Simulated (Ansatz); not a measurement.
# Cu (fcc type): the cost of one run

Program: Ansatz 0.2.0. Level of theory: DFT, PBE, all-electron LAPW, scalar-relativistic. These are calculated values, not measurements.

## 1. The structure to begin with

The structure is cubic, space group Fm-3m (No. 225). Conventional cell: a = 3.630 Å, b = 3.630 Å, c = 3.630 Å, α = 90.00°, β = 90.00°, γ = 90.00°. Around Cu (site symmetry m-3m) lie 12 Cu at 2.57 Å.

As a file:

```xyz
2
Lattice="1.8148 1.8148 0.0000 -1.8148 1.8148 0.0000 0.0000 0.0000 3.6296" Properties=species:S:1:pos:R:3 pbc="T T T"
Cu    0.0000    0.0000    0.0000
Cu    0.0000    1.8148    1.8148
```

Atoms are numbered in the order of the input: Cu1, Cu2.

## 2. Bulk in the slab's orientation, LAPW

The input, input.yaml:

```yaml
crystal:
  lattice:
    - [1.8147994276, 1.8147994276, 0.0]
    - [-1.8147994276, 1.8147994276, 0.0]
    - [0.0, 0.0, 3.6295988553]
  atoms:
    - { symbol: Cu, position: [0.0, 0.0, 0.0] }
    - { symbol: Cu, position: [0.5, 0.5, 0.5] }
kpoints:
  mp_grid: { grid: [14, 14, 10] }
scf:
  occupations: { method: fermi_dirac, width: 0.1 }
hamiltonian:
  xc: pbe
  pseudopotentials: { kind: all_electron, lapw: { basis_error: 0.001 } }
output:
  forces: true
  stress: true
  eigenvalues: true
```

Run with:

```console
$ ansatz run input.yaml --threads 2 --pin off --max-ram 4096MiB --backend cpu --events-out ev --progress --plain --runs-dir out
```

Q: Estimate wall time and peak memory on 2 threads of Intel Xeon Platinum 8488C (Sapphire Rapids), shared host.

About 14 s, with a peak of 0.65 GiB.
